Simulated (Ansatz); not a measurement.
**C2H3IO: up Jacob's ladder to CCSD(T)**

An exercise on one series of results from a longer session: the logs are not shown, and one member is left open.

Computed with Ansatz 0.2.0, Gaussian basis. Level: functionals in def2-TZVPP, the program's frozen cores in correlated methods.

Plan: LDA (SPW92), PBE-D4, revPBE-D4, BLYP-D4, r2SCAN-D4, B97M-V, PBE0-D4, B3LYP-D4, r2SCANh-D4, r2SCAN0-D4, HSE06-D4, BHLYP-D4, CAM-B3LYP-D4, LC-ωPBE, ωB97X-V, ωB97M-V, B2PLYP, PBE-QIDH; CCSD(T)/def2-SVP; CCSD(T)/def2-TZVPP; MP2/def2-QZVPP; extrapolation to the limit; RPA on PBE.

**The geometry**

The geometry comes from an earlier relaxation with PBE0-D4 in a triple-zeta def2 set; it is a stationary point, not always the lowest conformer. I takes the def2 core potential; no spin-orbit term is included.

SMILES `O/C=C\I`, 7 atoms, charge 0, spin multiplicity 1.

Atoms are counted from 1 here; the program's logs count them from 0.

Bond lengths: O1–C2 1.337 Å, O1–H5 0.970 Å, C2–C3 1.329 Å, C2–H6 1.085 Å, C3–I4 2.075 Å, C3–H7 1.078 Å. Angles: C2–O1–H5 108.7°, O1–C2–C3 127.7°, O1–C2–H6 112.3°, C3–C2–H6 120.1°, C2–C3–I4 121.2°, C2–C3–H7 122.8°, I4–C3–H7 116.0°.

Set-up of the first run:

File in.yaml:

```yaml
crystal:
  periodic: [false, false, false]
  atoms:
    - {symbol: O, position_ang: [-0.747503, 1.316013, 0.145608]}
    - {symbol: C, position_ang: [0.336344, 0.544656, 0.274275]}
    - {symbol: C, position_ang: [0.471036, -0.731136, -0.072135]}
    - {symbol: I, position_ang: [-1.099740, -1.785485, -0.925525]}
    - {symbol: H, position_ang: [-1.457030, 0.790129, -0.255122]}
    - {symbol: H, position_ang: [1.170427, 1.078346, 0.718980]}
    - {symbol: H, position_ang: [1.387868, -1.280522, 0.068320]}
basis:
  gaussian: {orbitals: def2-TZVPP}
hamiltonian: {xc: lda}
output: {orbitals: {seedname: orbitals}}
```

Among the steps run: LDA; PBE-D4 (GGA); revPBE-D4 (GGA); BLYP-D4 (GGA); r2SCAN-D4 (meta-GGA); B97M-V (meta-GGA); PBE0-D4 (hybrid); B3LYP-D4 (hybrid); r2SCANh-D4 (hybrid); r2SCAN0-D4 (hybrid); HSE06-D4 (hybrid); BHLYP-D4 (hybrid); CAM-B3LYP-D4 (range-separated); LC-ωPBE (range-separated); ωB97X-V (range-separated); ωB97M-V (range-separated); B2PLYP (double hybrid); PBE-QIDH (double hybrid).

One of the session's tables, all rows but one given; the rest of the session is left out.

It belongs to the step «Frontier levels by functional». 

| functional | HOMO (eV) | gap (eV) |
| --- | --- | --- |
| LDA (SPW92) | -5.74 | 3.93 |
| PBE-D4 | -5.56 | 3.96 |
| revPBE-D4 | -5.49 | 3.98 |
| BLYP-D4 | -5.40 | 3.90 |
| r2SCAN-D4 | -5.78 | 4.42 |
| B97M-V | -5.79 | 4.50 |
| PBE0-D4 | -6.69 | 6.01 |
| B3LYP-D4 | ? | ? |
| r2SCANh-D4 | -6.20 | 5.17 |
| r2SCAN0-D4 | -6.84 | 6.31 |
| HSE06-D4 | -6.29 | 5.24 |
| BHLYP-D4 | -7.66 | 7.96 |
| CAM-B3LYP-D4 | -7.95 | 8.34 |
| LC-ωPBE | -9.26 | 10.85 |
| ωB97X-V | -8.91 | 10.38 |
| ωB97M-V | -8.81 | 10.11 |

Q: Estimate the row for B3LYP-D4 from the others.

Worked estimate for «HOMO (eV)». Against the share of exact exchange, BLYP-D4 (0, -5.40), BHLYP-D4 (0.5, -7.66) give a slope of -4.52 per unit share; at 0.2 the line stands at -6.30.

The run gave: HOMO (eV): -6.47; gap (eV): 5.54. In «HOMO (eV)» the line misses by +0.17.
